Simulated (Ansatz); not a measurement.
Predict the output of the script below (Ansatz's Python interface).

The script, `scf_nacahfnbo6.py`:
```python
"""SCF run for NaCaHfNbO6."""

import ansatz as az
import numpy as np

structure = (
    az.Lattice.of((0.0, 4.05722163, 4.05722163), (4.05722163, 0.0, 4.05722163), (4.05722163, 4.05722163, 0.0))
    .atom("Na", (0.25, 0.25, 0.25))
    .atom("Ca", (0.75, 0.75, 0.75))
    .atom("Hf", (0.0, 0.0, 0.0))
    .atom("Nb", (0.5, 0.5, 0.5))
    .atom("O", (0.74635164, 0.25364836, 0.25364836))
    .atom("O", (0.25364836, 0.74635164, 0.74635164))
    .atom("O", (0.74635164, 0.74635164, 0.25364836))
    .atom("O", (0.25364836, 0.25364836, 0.74635164))
    .atom("O", (0.25364836, 0.74635164, 0.25364836))
    .atom("O", (0.74635164, 0.25364836, 0.74635164))
)

# settings of the run
job = structure.calculation()
job = job.pseudopotentials("paw").kpoints(4, 4, 4, center="gamma")
job = job.functional("pbe")
job = job.occupations("methfessel_paxton", width=0.05)
job = job.band_table()
job = job.density_of_states(energy_step=0.05, method="smearing", broadening_width=0.15, projected=True)
history = []
done = job.session().plan().execute(on_event=lambda event: history.append(event["data"]["dr2_ev"]) if event["event"] == "scf_iter" else None)
rep = done.report
print("density residual by iteration (eV):", " ".join(f"{value:.1e}" for value in history[:40]))

print("%-22s %14.5f eV" % ("F = E - TS", rep["free_energy_ev"]))
print("%-22s %14.5f eV" % ("E", rep["internal_energy_ev"]))
print("%-22s %14.5f eV" % ("Harris-Foulkes", rep["harris_foulkes_ev"]))
print("%-22s %14.5f eV" % ("Fermi level", rep["fermi_energy_ev"]))

edges = rep.get("band_edges_ev")
if edges:
    print(f"band edges on the mesh: {edges[0]:.3f} and {edges[1]:.3f} eV, gap {edges[1] - edges[0]:.3f} eV")
else:
    print("no band edges reported (a metal, or a gap too narrow for this smearing); Fermi level", round(rep["fermi_energy_ev"], 3), "eV")

# first and second moments of the projected d states
dos = done.density_of_states()
energy = np.asarray(dos.energies_ev) - dos.fermi_ev
window = (energy > -12) & (energy < 3)
for index, site in enumerate(done.projected_density_of_states().sites):
    for shell in site.shells:
        if shell.l == 2:
            g = sum(np.sum(part.g_bin_mean_per_ev, axis=0) for part in shell.curves)[window]
            if g.sum() > 1e-6:
                centre = (g * energy[window]).sum() / g.sum()
                width = np.sqrt((g * (energy[window] - centre) ** 2).sum() / g.sum())
                print(f"site {index} {site.species} {shell.label}: centre {centre:.3f} eV, rms width {width:.3f} eV")
```

Running `python scf_nacahfnbo6.py` prints:
```text
DeckWarning: basis.ecutwfc = 420 eV, auto-derived from the records' recommended cutoffs: set by Na (normal level)
density residual by iteration (eV): 2.2e-03 3.1e-04 5.3e-05 3.5e-05 1.6e-06 2.1e-07 5.6e-08
F = E - TS               -26995.14395 eV
E                        -26995.14395 eV
Harris-Foulkes           -26995.14395 eV
Fermi level                   9.79919 eV
band edges on the mesh: 8.559 and 11.040 eV, gap 2.481 eV
site 2 Hf 5D: centre -2.934 eV, rms width 2.781 eV
site 3 Nb 4D: centre -0.714 eV, rms width 3.584 eV
```
(Warnings from the package without file and line.)

Total energies depend on the potentials; only differences at equal settings carry meaning. A total without «per atom» is that of the cell as typed. No spin polarisation was allowed. Semilocal gaps usually lie well under measured ones. Only differences from the Fermi energy are physical; the zero of the scale is a convention. Projections exist only for the shells that the potentials hold, some of them semicore, and samples at single energies can miss narrow peaks. The empty d shell of the heavier alkali and alkaline-earth atoms, which makes much of a conduction band, may have no channel. In a crystal with a gap the Fermi level's place inside it depends on smearing and mesh. The crystal has a gap of about 2.48 eV on the mesh; any density of states at or just above the Fermi level is the tail of the broadening. This cell is a computed structure, which may not be the phase found in nature. Gaps and levels are Kohn-Sham values on a finite set of k-points, without spin-orbit coupling. The computed bands are complete only to about 5.3 eV above the Fermi level; beyond that the density of states is undercounted. A band centre counts only the states inside the window taken. Hardware and time: 7.8 s on 1 thread of Arm Neoverse V1 (shared host), peak memory 0.46 GiB.

(Lines on the test bed's own set-up are left out of the output.)
